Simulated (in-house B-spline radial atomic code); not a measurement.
# P⁺: ionisation energy by several methods

Aim: the ionisation energy of P⁺ by several methods, each as the difference of two self-consistent energies (P⁺ and the next ion, [Ne] 3s2 3p1).

The numbers are computed with in-house B-spline radial atomic code version 1 (non-relativistic, several functionals, spin-polarised, exact exchange averaged over the configuration; spherical all-electron atom at the radial basis limit), except any that are marked as measured or tabulated.

### Step 1. Starting point

| Property | Result |
| --- | --- |
| element | phosphorus (Z = 15) |
| charge | +1 |
| electrons | 14 |
| configuration | [Ne] 3s2 3p2 |
| nucleus | point |

The outer shells:

[Ne] 3s2 3p2
```
[Ne] core
3s [↑↓]
3p [↑ ][↑ ][  ]
```

Where spins are not typed, each open shell is filled with up spins first.

### Step 2. TPSSh, a global hybrid

Input settings:

```ini
Z = 15
electrons = 14.0
configuration = [Ne] 3s2 3p2
hamiltonian = nr
method = tpssh
spin_polarised = True
exact_exchange = averaged over the configuration
```

The run is started by

```bash
python run_scf.py task.json out
```

One command runs all members of the session, one after another, from task.json.

### Step 3. B3LYP, a global hybrid

Settings: those of step 2 with these lines changed.

```diff
@@ -4,3 +4,3 @@
 hamiltonian = nr
-method = tpssh
+method = b3lyp
 spin_polarised = True
```

### Step 4. CAM-B3LYP, a range-separated hybrid

Settings: those of step 3 with these lines changed.

```diff
@@ -4,3 +4,3 @@
 hamiltonian = nr
-method = b3lyp
+method = camb3lyp
 spin_polarised = True
```

### Step 5. LC-ωPBE, a range-separated hybrid

Settings: those of step 4 with these lines changed.

```diff
@@ -4,3 +4,3 @@
 hamiltonian = nr
-method = camb3lyp
+method = lc_wpbe
 spin_polarised = True
```

### Step 6. B97-1, a global hybrid

Settings: those of step 5 with these lines changed.

```diff
@@ -4,3 +4,3 @@
 hamiltonian = nr
-method = lc_wpbe
+method = b97_1
 spin_polarised = True
```

### Step 7. M06-2X, a global hybrid

Settings: those of step 6 with these lines changed.

```diff
@@ -4,3 +4,3 @@
 hamiltonian = nr
-method = b97_1
+method = m062x
 spin_polarised = True
```

Q: The tabulated ionisation energy is 19.7695 ± 4e-05 eV (semi-empirical; NIST Atomic Spectra Database). What does each method give, and which comes nearest?

The runs gave:

| method | rung | total energy (hartree) | ΔSCF (eV) | −ε highest (eV) | ΔSCF less tabulated (eV) |
| --- | --- | --- | --- | --- | --- |
| TPSSh | global hybrid | -340.8986 | 19.963 | 15.669 (3p up) | +0.193 |
| B3LYP | global hybrid | -340.9097 | 19.808 | 15.969 (3p up) | +0.038 |
| B97-1 | global hybrid | -340.8569 | 19.752 | 15.987 (3p up) | -0.018 |
| M06-2X | global hybrid | -340.8878 | 19.597 | 17.460 (3p up) | -0.172 |
| CAM-B3LYP | range-separated hybrid | -340.9008 | 19.800 | 17.642 (3p up) | +0.031 |
| LC-ωPBE | range-separated hybrid | -340.7791 | 20.016 | 19.316 (3p up) | +0.247 |

What this shows: The tabulated ionisation energy is 19.7695 ± 4e-05 eV (semi-empirical; NIST Atomic Spectra Database). B97-1 comes nearest (-0.018 eV) and LC-ωPBE is farthest (+0.247 eV, 1.2 %). These runs lack relativity altogether, which can outweigh the gaps between the methods, so the nearest may be so by luck. Open shells are averaged (over orientations, and over spins where the run is restricted), while tables refer to the lowest levels.
